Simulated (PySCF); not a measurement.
# [Tl(NH2)2]+: other functionals and bases at one geometry

The task here is to estimate one member of a computed series from the others.

Program: PySCF 2.14.0. Level of theory: several levels, as the steps say, no spin–orbit coupling. These are calculated values, not measurements.

4 further runs of the same task are left out: 2 for a known fault of the program, 2 that didn't finish.

## Where the work starts

7 atoms, charge 1, spin multiplicity 1.

Bond lengths: Tl1–N2 2.019 Å, Tl1–N5 2.019 Å, N2–H3 1.024 Å, N2–H4 1.023 Å, N5–H6 1.023 Å, N5–H7 1.024 Å. Angles: N2–Tl1–N5 168.4°, Tl1–N2–H3 111.5°, Tl1–N2–H4 111.8°, H3–N2–H4 108.9°, Tl1–N5–H6 111.6°, Tl1–N5–H7 111.5°, H6–N5–H7 108.9°.

Geometry (Å):

```xyz
7
charge 1, multiplicity 1
Tl    0.03883   -0.05272   -0.00041
N    -0.10710    0.10530    2.00684
H     0.78630    0.37515    2.42850
H    -0.42576   -0.76792    2.43456
N     0.18282    0.19546   -1.99889
H     0.50434   -0.65755   -2.46288
H    -0.71235    0.47919   -2.40772
```

Formal oxidation states: Tl +3. An earlier session relaxed this geometry at PBE0, Tl def2-SVP with ECP60, N def2-SVP, H def2-SVP (singlet, point group C2).

At PBE0 on the finer grid: E = -283.907729 Eh, HOMO -13.19 eV, LUMO -7.35 eV, Mulliken charge on Tl1 +0.82 e, largest force component 0.019 eV/Å. 

Levels to run: BP86; HF; PBE; TPSS; PBE0, TZVP; PBE0, x2c-SVP. Hardware: 2 threads of Arm Neoverse V1, shared host.

Set-up of the first run:

Input file run.py (the lines that set the calculation):

```python
mol = gto.M(atom='''
Tl     0.03883    -0.05272    -0.00041
N     -0.10710     0.10530     2.00684
H      0.78630     0.37515     2.42850
H     -0.42576    -0.76792     2.43456
N      0.18282     0.19546    -1.99889
H      0.50434    -0.65755    -2.46288
H     -0.71235     0.47919    -2.40772''',
    basis={'Tl': 'def2-SVP', 'N': 'def2-SVP', 'H': 'def2-SVP'},
    ecp={'Tl': 'def2-SVP'},
    charge=1, spin=0)
mf = dft.RKS(mol, xc='B88,P86')
mf.grids.atom_grid = (75, 302)
mf = mf.density_fit()  # fitting sets: Tl def2-universal-JKFIT, N def2-universal-JKFIT, H def2-universal-JKFIT
mf.conv_tol = 1e-08; mf.max_cycle = 55
mf.kernel(dm0)  # dm0: the density of the relaxed state
```

Command:

```console
OMP_NUM_THREADS=2 python run.py
```

Steps of the session up to this table: BP86; HF; PBE; TPSS; PBE0, TZVP; PBE0, x2c-SVP.

One table of the session follows, with a row left open; its other results are not shown here.

| level | HOMO (eV) | gap (eV) | charge on Tl1 (e) | dipole (D) | largest force component (eV/Å) |
| --- | --- | --- | --- | --- | --- |
| PBE0 (relaxed here) | -13.19 | 5.83 | 0.82 | 1.70 | 0.02 |
| BP86 | -11.96 | 3.54 | 0.71 | 1.55 | 0.40 |
| HF | -16.35 | 12.41 | 1.09 | 2.01 | 0.66 |
| PBE | -11.85 | 3.53 | 0.71 | 1.54 | 0.37 |
| TPSS | -11.90 | 3.74 | 0.75 | 1.55 | 0.34 |
| PBE0, TZVP | -13.26 | 5.97 | 1.00 | 1.61 | 0.30 |
| PBE0, x2c-SVP | ? | ? | ? | ? | ? |

**Question.** Estimate the row for PBE0, x2c-SVP.

**Answer.** HOMO (eV): -13.17; gap (eV): 5.85; charge on Tl1 (e): 0.87; dipole (D): 1.70; largest force component (eV/Å): 0.55. In the column «HOMO (eV)» it lies between PBE0 (relaxed here) (-13.19) and BP86 (-11.96).

The dipole of a charged species depends on the origin, so these sizes hold for this origin alone.

In one basis the HOMO–LUMO gap runs from 3.53 eV (PBE) to 12.41 eV (HF). The largest leftover force, 0.66 eV/Å with HF, stands at a geometry relaxed at another level. Total energies of different levels can't be compared.
